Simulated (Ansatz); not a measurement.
Working through a comparison of enthalpies under pressure of two structures of Zn

Program: Ansatz 0.2.0 through its Python package.

Notebook, run cell by cell (the value of a cell's last expression is shown):

```python
import ansatz as az
import numpy as np


def fcc(A, a):
    return (
        az.Lattice.fcc(a)
        .space_group(225)
        .atom(A, (0, 0, 0))
        .primitive()
    )
```

```python
def sc(first, a):
    return (
        az.Lattice.cubic(a)
        .space_group(221)
        .atom(first, (0, 0, 0))
    )


def solve(name, crystal, pressure=0.0):
    calc = (
        crystal.calculation()
        .functional("r2scan", dispersion="d3bjatm")
        .basis(620)
        .kpoints(spacing=0.14)
        .occupations("fermi_dirac", width=0.1)
    )
    calc = calc.relax(force_tolerance=0.02, max_steps=40, cell=True, pressure=pressure)
    return calc.run()


def volume_per_atom(outcome):
    return abs(np.linalg.det(outcome.lattice.cell_ang)) / len(outcome.lattice.sites)
```

```python
phases = {}
phases["fcc"] = fcc("Zn", 3.94)
phases["sc"] = sc("Zn", 2.56)
```

```python
# H = E + PV, with 1 eV per cubic angstrom equal to 160.2 GPa
pressures = [0, 15, 30, 45]
enthalpy, volume = {name: [] for name in phases}, {name: [] for name in phases}
for p in pressures:
    for name, crystal in phases.items():
        o = solve(name, crystal, pressure=p)
        volume[name].append(volume_per_atom(o))
        enthalpy[name].append(o.report["energy_sigma0_ev"] / len(o.lattice.sites) + p * volume[name][-1] / 160.21766)
gap = np.array(enthalpy["sc"]) - np.array(enthalpy["fcc"])
rows = [(p, va, vb, 1000 * d) for p, va, vb, d in zip(pressures, volume["fcc"], volume["sc"], gap)]
print("   P (GPa)  V fcc (A^3/atom)  V sc (A^3/atom)  H(sc) - H(fcc) (meV/atom)")
for row in rows:
    print(f"{row[0]:10d}  {row[1]:16.3f}  {row[2]:15.3f}  {row[3]:+25.1f}")
crossings = [p0 - g0 * (p1 - p0) / (g1 - g0) for p0, p1, g0, g1 in zip(pressures, pressures[1:], gap, gap[1:]) if g0 * g1 < 0]
print("crossing near", [round(float(p), 1) for p in crossings], "GPa") if crossings else print("no crossing in this range")
```

       P (GPa)  V fcc (A^3/atom)  V sc (A^3/atom)  H(sc) - H(fcc) (meV/atom)
             0            14.122           16.917                     +287.6
            15            12.519           14.400                     +496.7
            30            11.571           13.107                     +654.8
            45            10.901           12.236                     +788.6
    no crossing in this range

Notes:
- At a fixed pressure a relaxation lowers the enthalpy F + PV, while F alone can rise.
- Dispersion corrections can be off by several per cent in the lattices of metals, and by several GPa in the pressure at a fixed cell.
- Only these two structures are compared, at zero temperature and with their symmetry kept; either may be hypothetical, and another phase may be lower than both. Differences under 10 to 15 meV an atom lie within the error of mesh and functional.
- The cells are prototypes set up for this calculation and needn't exist.
- Finished in 4.7 min on 1 thread of Arm Neoverse V1 (shared host), peak memory 0.55 GiB.
